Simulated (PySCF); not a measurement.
# [CeF2]+: other functionals and bases at one geometry

An exercise on one series of results from a longer session: the logs are not shown, and one member is left open.

Method: several levels, as the steps say, no spin–orbit coupling; program: PySCF 2.14.0.

1 further run of the same task is left out (for a known fault of the program).

## The system as given

3 atoms, charge 1, spin multiplicity 1.

Bond lengths: Ce1–F2 2.023 Å, Ce1–F3 2.023 Å. Angles: F2–Ce1–F3 108.5°.

Coordinates:

```
Ce    0.0000    0.0000   -0.3855
F     1.6425    0.0000    0.7962
F    -1.6425    0.0000    0.7962
```

Formal oxidation states: Ce +3. Each metal's 1 4f electrons lie in its core potential, so multiplicities, spins and levels count the valence alone. An earlier session relaxed this geometry at PBE0, Ce lcecp-1-SVP with ECP47, F def2-SVP (singlet, point group C2v).

At PBE0 on the finer grid: E = -231.484043 Eh, HOMO -15.79 eV, LUMO -7.48 eV, Mulliken charge on Ce1 +1.73 e, largest force component 0.010 eV/Å. 

Levels to run: BP86; TPSS; PBE0, TZVP. Hardware: 2 threads of Arm Neoverse V2, shared host.

Set-up of the first run:

File run.py (the lines that set the calculation):

```python
mol = gto.M(atom='''
Ce     0.00000     0.00000    -0.38553
F      1.64248     0.00000     0.79620
F     -1.64248     0.00000     0.79620''',
    basis={'Ce': 'lcecp-1-SVP', 'F': 'def2-SVP'},
    ecp={'Ce': 'lcecp-1-SVP'},
    charge=1, spin=0)
mf = dft.RKS(mol, xc='B88,P86')
mf.grids.atom_grid = (75, 302)  # f atoms: unpruned, at least (60, 302)
mf = mf.density_fit()  # fitting sets: Ce AutoAux, F def2-universal-JKFIT
mf.conv_tol = 1e-08; mf.max_cycle = 55
mf.kernel(dm0)  # dm0: the density of the relaxed state
```

On the command line:

```sh
$ OMP_NUM_THREADS=2 python run.py
```

Steps of the session up to this table: BP86; TPSS; PBE0, TZVP.

One of the session's tables, all rows but one given; the rest of the session is left out.

| level | HOMO (eV) | gap (eV) | charge on Ce1 (e) | dipole (D) | largest force component (eV/Å) |
| --- | --- | --- | --- | --- | --- |
| PBE0 (relaxed here) | -15.79 | 8.31 | 1.73 | 6.59 | 0.01 |
| BP86 | -14.03 | 5.96 | 1.59 | 6.07 | 0.45 |
| TPSS | -13.99 | 6.01 | 1.64 | 6.22 | 0.53 |
| PBE0, TZVP | ? | ? | ? | ? | ? |

**Question.** Estimate the row for PBE0, TZVP.

**Answer.** HOMO (eV): -15.85; gap (eV): 8.46; charge on Ce1 (e): 1.89; dipole (D): 6.62; largest force component (eV/Å): 0.33. In the column «HOMO (eV)» it is the lowest.

The dipole of a charged species depends on the origin, so these sizes hold for this origin alone.

In one basis the HOMO–LUMO gap runs from 5.96 eV (BP86) to 8.31 eV (PBE0). The largest leftover force, 0.53 eV/Å with TPSS, stands at a geometry relaxed at another level. With 4f in the core, its levels are missing from HOMO and gap, and its count is fixed, so no charge can pass from the ligands into it. Total energies of different levels can't be compared.
